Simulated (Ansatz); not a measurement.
# SiHCl3 (trichlorosilane) at 6 levels

Wanted: a comparison of 6 runs (HF/STO-3G, PBE0/STO-3G, UB3LYP/STO-3G, revPBE/STO-3G, CCSD/STO-3G, FCI/STO-3G) of SiHCl3 (trichlorosilane). 

The results are computed with Ansatz 0.2.0.

56 further runs of the same task are left out: 10 that didn't finish, 46 set aside as unsound or not needed.

## (1) The system as given

SiHCl3: 5 atoms, total charge 0, spin state singlet. SMILES: `Cl[SiH](Cl)Cl`. The Cl4–Si2 distance was set to 5.074 Å, away from the relaxed value. At this shape a bond of the SMILES string is far longer than usual.

Bond lengths: Cl1–Si2 2.030 Å, Si2–Cl3 2.030 Å, Si2–H5 1.469 Å. Angles: Cl1–Si2–Cl3 109.5°, Cl1–Si2–H5 109.5°, Cl3–Si2–H5 109.4°.

## (2) A single-point energy at HF/STO-3G (run 1)

Input file input.yaml:

```yaml
crystal:
  periodic: [false, false, false]
  atoms:
    - {symbol: Cl, position_ang: [2.283013, 1.165324, 3.321337]}
    - {symbol: Si, position_ang: [0.510783, 1.724064, 2.504897]}
    - {symbol: Cl, position_ang: [0.609783, 3.670454, 1.938167]}
    - {symbol: Cl, position_ang: [-0.476020, -1.170520, -1.544190]}
    - {symbol: H, position_ang: [-0.559227, 1.557694, 3.497607]}
basis:
  gaussian:
    orbitals: STO-3G
magnetization:
  spin_polarized: false
  initial_magnetization: 0
hamiltonian:
  xc: hf
accuracy: high
```

Run with:

```bash
ansatz run input.yaml --threads 1 --pin off --max-ram 3480MiB --events-out events.jsonl --progress --plain --runs-dir runs
```

Output:

```text
Warning: RAYON_NUM_THREADS=1 ignored (pool sized by the plan → 1); use --threads N
Functional definition: HF
  name "HF"
  exchange = exact_x
  correlation = 0
644 factors; integrals over basis functions are off by at most 2.3e-8 eV
mean field evaluation 1: about -44887.2592 eV, gradient 2.6e1 eV
mean field evaluation 2: about -44887.2838 eV, gradient 2.6e1 eV
mean field evaluation 4: about -44890.6513 eV, gradient 1.0e1 eV
mean field evaluation 8: about -44881.5820 eV, gradient 1.7e1 eV
mean field evaluation 16: about -44892.7994 eV, gradient 1.9e-3 eV
mean field evaluation 32: about -44892.7276 eV, gradient 2.4e0 eV
mean field evaluation 64: about -44890.6150 eV, gradient 1.0e1 eV
mean field -44892.79943137 eV, -1649.7799496703 hartree, gradient 1.5e-8 eV, S^2 0.000000; 1 other end points of the search recorded, 0 dependent functions left out
reference -44892.79943137 eV, -1649.7799496703 hartree; 33, 33 occupied and 4, 4 virtual orbitals, 644 factors
Total energy: -44892.79943137 eV, -1649.7799496703 hartree
```

Wall time 0.48 s (1 thread of Arm Neoverse V2, shared host).

## (3) The energy at PBE0/STO-3G (run 2)

Input file run.yaml:

```yaml
crystal:
  periodic: [false, false, false]
  atoms:
    - {symbol: Cl, position_ang: [2.283013, 1.165324, 3.321337]}
    - {symbol: Si, position_ang: [0.510783, 1.724064, 2.504897]}
    - {symbol: Cl, position_ang: [0.609783, 3.670454, 1.938167]}
    - {symbol: Cl, position_ang: [-0.476020, -1.170520, -1.544190]}
    - {symbol: H, position_ang: [-0.559227, 1.557694, 3.497607]}
basis:
  gaussian: {orbitals: STO-3G}
accuracy: high
hamiltonian: {xc: {name: PBE0}}
```

Run with:

```bash
ansatz run run.yaml --threads 1 --pin off --max-ram 3480MiB --events-out events.jsonl --progress --plain --runs-dir runs
```

Output:

```text
Warning: RAYON_NUM_THREADS=1 ignored (pool sized by the plan → 1); use --threads N
Functional definition: PBE0
  name "PBE0"
  parameter a = 0.25
  parameter kappa = 0.804
  parameter beta = 0.06672455060314922
  exchange = (1 - a)*pbe_x(kappa = kappa, mu = beta*pi^2/3) + a*exact_x
  correlation = pbe_c(beta = beta)
644 factors; integrals over basis functions are off by at most 2.3e-8 eV
mean field evaluation 1: about -44936.3516 eV, gradient 3.1e1 eV
mean field evaluation 2: about -44671.7975 eV, gradient 4.5e1 eV
mean field evaluation 4: about -44940.0374 eV, gradient 1.8e1 eV
mean field evaluation 8: about -44940.2481 eV, gradient 1.7e1 eV
mean field evaluation 16: about -44945.3075 eV, gradient 8.1e-3 eV
mean field evaluation 32: about -44944.5874 eV, gradient 1.0e1 eV
mean field -44945.30747334 eV, -1651.7095846217 hartree, gradient 2.2e-8 eV, S^2 0.000000; 4 other end points of the search recorded, 0 dependent functions left out
reference -44945.30747512 eV, -1651.7095846869 hartree; 33, 33 occupied and 4, 4 virtual orbitals, 644 factors
Total energy: -44945.30747512 eV, -1651.7095846869 hartree
```

Run time: 5.4 s. Hardware: 1 thread of Arm Neoverse V2, shared host; peak memory 0.14 GiB.

## (4) The energy at UB3LYP/STO-3G (run 3)

input.yaml, as its differences from that of step 2:

```diff
@@ -9,9 +9,5 @@
 basis:
-  gaussian:
-    orbitals: STO-3G
-magnetization:
-  spin_polarized: false
-  initial_magnetization: 0
-hamiltonian:
-  xc: hf
+  gaussian: {orbitals: STO-3G}
 accuracy: high
+hamiltonian: {xc: {name: B3LYP}}
+magnetization: {spin_polarized: true}
```

Run with:

```bash
ansatz run input.yaml --threads 1 --pin off --max-ram 3480MiB --events-out events.jsonl --progress --plain --runs-dir runs
```

Output, shortened:

```text
Warning: RAYON_NUM_THREADS=1 ignored (pool sized by the plan → 1); use --threads N
Functional definition: B3LYP
  name "B3LYP"
[...]
644 factors; integrals over basis functions are off by at most 2.3e-8 eV
[...]
mean field -44960.24208351 eV, -1652.2584214223 hartree, gradient 7.2e-9 eV, S^2 0.911726; 6 other end points of the search recorded, 0 dependent functions left out
reference -44960.24212227 eV, -1652.2584228467 hartree; 33, 33 occupied and 4, 4 virtual orbitals, 644 factors
Total energy: -44960.24212227 eV, -1652.2584228467 hartree
```

Wall time 50 s (1 thread of Arm Neoverse V2, shared host); peak memory 0.27 GiB.

Runs 4 to 5 aren't shown in full; the table further down has their settings and results.

## (5) The energy at FCI/STO-3G (run 6)

Input file in.yaml:

```yaml
crystal:
  periodic: [false, false, false]
  atoms:
    - symbol: Cl
      position_ang: [2.283013, 1.165324, 3.321337]
    - symbol: Si
      position_ang: [0.510783, 1.724064, 2.504897]
    - symbol: Cl
      position_ang: [0.609783, 3.670454, 1.938167]
    - symbol: Cl
      position_ang: [-0.476020, -1.170520, -1.544190]
    - symbol: H
      position_ang: [-0.559227, 1.557694, 3.497607]
basis:
  gaussian:
    orbitals: STO-3G
correlation:
  method: fci
  frozen_orbitals: {Cl: 5, H: 0, Si: 5}
accuracy: high
```

Run with:

```bash
ansatz run in.yaml --threads 1 --pin off --max-ram 3480MiB --events-out events.jsonl --progress --plain --runs-dir runs
```

Output, shortened:

```text
Warning: RAYON_NUM_THREADS=1 ignored (pool sized by the plan → 1); use --threads N
[... 2 set-up lines as earlier in the session ...]
[...]
644 factors; integrals over basis functions are off by at most 2.3e-8 eV
[...]
mean field -44892.79943137 eV, -1649.7799496703 hartree, gradient 1.5e-8 eV, S^2 0.000000; 4 other end points of the search recorded, 0 dependent functions left out; unrestricted orbitals would lower it
unrestricted determinant -44897.32624014 eV, -1649.9463068243 hartree, S^2 1.0017
20 core orbitals not correlated: weight in the atoms' cores, before any rotation towards them, 1.000 or more for the frozen orbitals, at most 0.000 for the correlated occupied ones
reference -44892.79943137 eV, -1649.7799496703 hartree; 13, 13 occupied and 4, 4 virtual orbitals, 644 factors
state -44898.65350627 eV, -1649.9950829552 hartree
Total energy: -44898.65350627 eV, -1649.9950829552 hartree
```

Wall time 51 s (1 thread of Arm Neoverse V2, shared host); peak memory 0.86 GiB.

## (6) Overview of the runs

```csv
run,level,frozen core orbitals,energy (Eh),wall time
1,HF/STO-3G,–,-1649.779950,0.48 s
2,PBE0/STO-3G,–,-1651.709585,5.4 s
3,UB3LYP/STO-3G,–,-1652.258423,50 s
4,revPBE/STO-3G,–,-1651.939054,8.4 s
5,CCSD/STO-3G,20,-1649.985573,0.8 s
6,FCI/STO-3G,20,-1649.995083,51 s
```

## (7) Summary of results

```
                                           quantity           value
                                run 6: total energy  -1649.99508 Eh
run 6: correlation energy (20 core orbitals frozen)      -215.1 mEh
```

**Reading.** Against full CI in this basis: HF +215.1 mEh; CCSD +9.5 mEh. Totals of different functionals can't be ranked against each other. In run 5 the T1 diagnostic is large, so a single reference may not serve. In run 5 the log says that unrestricted orbitals would lower the reference, so the values rest on an unstable closed-shell determinant (other closed-shell runs at this shape may share the fault). In runs 1, 2, 3, 4, 5, 6 the basis is minimal, so the values are rough. In runs 1, 2, 4, 5 a closed-shell determinant meets a far-stretched bond, which it describes badly. Spin contamination of the reference: run 3 ⟨S²⟩ = 0.91. Where it is this large, the reference is a mixture of spin states, and values that rest on it are in doubt. All runs together took 1.9 min, the longest 51 s.
